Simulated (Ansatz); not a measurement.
Predict the output of the script below (Ansatz 0.2.0 through its Python package).

Script `geh5p_ts.py`:
```python
"""Saddle point for pyramidal inversion in GeH5P."""

import itertools

import ansatz as az
from ase.data import atomic_numbers, covalent_radii
import numpy as np

geometry_ang = [
    ("P", [1.2514, -0.1182, 0.8649]),
    ("Ge", [-0.8098, 0.186, -0.0729]),
    ("H", [1.9433, 0.5939, -0.1955]),
    ("H", [1.4386, -1.425, 0.2589]),
    ("H", [-1.8386, -0.734, 0.6326]),
    ("H", [-1.2386, 1.6664, 0.0923]),
    ("H", [-0.7464, -0.1691, -1.5804]),
]
system = az.Crystal.molecule()
for symbol, xyz in geometry_ang:
    system = system.atom(symbol, xyz)

calc = system.calculation()
calc = calc.basis(gaussian="def2-SVP")
calc = calc.functional("b3lyp")
symbols = [site.symbol for site in system.cartesian_sites]
start = np.array([site.position_ang for site in system.cartesian_sites], dtype=float)
data = calc.relax(force_tolerance=0.005).run(threads=1).report
end = np.array(data["positions_ang"])

# start with the apex atom pushed most of the way into the plane of its neighbours
a, b, d = end[[1, 2, 3]]
normal = np.cross(b - a, d - a)
normal /= np.linalg.norm(normal)
flat = end.copy()
flat[0] -= 0.8 * ((end[0] - a) @ normal) * normal
guess = np.zeros_like(flat)
guess[0] = normal
near = az.Crystal.molecule()
for symbol, place in zip(symbols, flat):
    near = near.atom(symbol, place.tolist())
search = (
    near.calculation()
    .basis(gaussian="def2-SVP")
    .functional("b3lyp")
    .saddle(mode_guess=guess.tolist(), force_tolerance=0.01, max_steps=40)
)
steps = []
top = search.session().plan().execute(on_event=lambda e: steps.append(e["data"]) if e["event"] == "saddle_step" else None).report
for s in steps:
    print(f"step {s['step']:2d}  E = {s['lagrangian_ev']:.5f} eV  force {s['allowed_force_max_ev_ang']:.4f} eV/A  curvature {s['curvature_ev_ang2']:.3f} eV/A^2")
print(f"minimum {data['free_energy_ev']:.5f} eV, saddle {top['free_energy_ev']:.5f} eV")
print(f"electronic barrier {23.060548 * (top['free_energy_ev'] - data['free_energy_ev']):.2f} kcal/mol")
saddle = np.array(top["positions_ang"])
# pairs closer than 1.2 times the sum of covalent radii, before or after
radius = [covalent_radii[atomic_numbers[s]] for s in symbols]
span = lambda where, i, j: np.linalg.norm(where[i] - where[j])
bonded = [(i, j) for i, j in itertools.combinations(range(len(symbols)), 2) if min(span(end, i, j), span(saddle, i, j)) < 1.2 * (radius[i] + radius[j])]
print("pair        before    after (A)")
for i, j in bonded:
    print(f"{symbols[i]}{i}-{symbols[j]}{j}".ljust(10), f"{span(end, i, j):8.4f} {span(saddle, i, j):8.4f}")
for first, second in list(itertools.combinations(bonded, 2)):
    shared = set(first) & set(second)
    if shared and symbols[(j := shared.pop())] != "H":
        i, k = sorted((set(first) | set(second)) - {j})
        u, v = saddle[i] - saddle[j], saddle[k] - saddle[j]
        angle = np.degrees(np.arccos(np.clip(u @ v / np.linalg.norm(u) / np.linalg.norm(v), -1, 1)))
        print(f"final angle {symbols[i]}{i}-{symbols[j]}{j}-{symbols[k]}{k}: {angle:.2f} deg")
```

```console
$ python geh5p_ts.py
step  1  E = -65876.29420 eV  force 10.8290 eV/A  curvature -37.610 eV/A^2
step  2  E = -65877.98292 eV  force 4.7794 eV/A  curvature -23.444 eV/A^2
step  3  E = -65878.73893 eV  force 1.6641 eV/A  curvature -14.619 eV/A^2
step  4  E = -65878.92664 eV  force 0.2952 eV/A  curvature -10.401 eV/A^2
step  5  E = -65878.93512 eV  force 0.1429 eV/A  curvature -10.505 eV/A^2
step  6  E = -65878.93593 eV  force 0.0705 eV/A  curvature -10.369 eV/A^2
step  7  E = -65878.93632 eV  force 0.0250 eV/A  curvature -10.286 eV/A^2
step  8  E = -65878.93643 eV  force 0.0078 eV/A  curvature -10.250 eV/A^2
step  9  E = -65878.93643 eV  force 0.0002 eV/A  curvature -10.246 eV/A^2
minimum -65880.16277 eV, saddle -65878.93667 eV
electronic barrier 28.27 kcal/mol
pair        before    after (A)
P0-Ge1       2.3510   2.2647
P0-H2        1.4303   1.3981
P0-H3        1.4303   1.3981
Ge1-H4       1.5428   1.5408
Ge1-H5       1.5428   1.5408
Ge1-H6       1.5443   1.5465
final angle Ge1-P0-H2: 123.36 deg
final angle Ge1-P0-H3: 123.36 deg
final angle P0-Ge1-H4: 107.05 deg
final angle P0-Ge1-H5: 107.05 deg
final angle P0-Ge1-H6: 113.78 deg
final angle H2-P0-H3: 113.21 deg
final angle H4-Ge1-H5: 111.26 deg
final angle H4-Ge1-H6: 108.86 deg
final angle H5-Ge1-H6: 108.86 deg
```

Notes:
- These settings explore the input space; basis and method may be short of convergence.
- The energies are electronic: no zero-point or thermal terms, and the basis set is short of its limit. No separate frequency run checks the order of the saddle point.
- b3lyp holds the VWN-RPA fit, as in Gaussian; the form of ORCA and Turbomole is b3lyp5.
- Run time: 110 s on 1 thread of Arm Neoverse V1, on a shared host, peak memory 0.23 GiB.
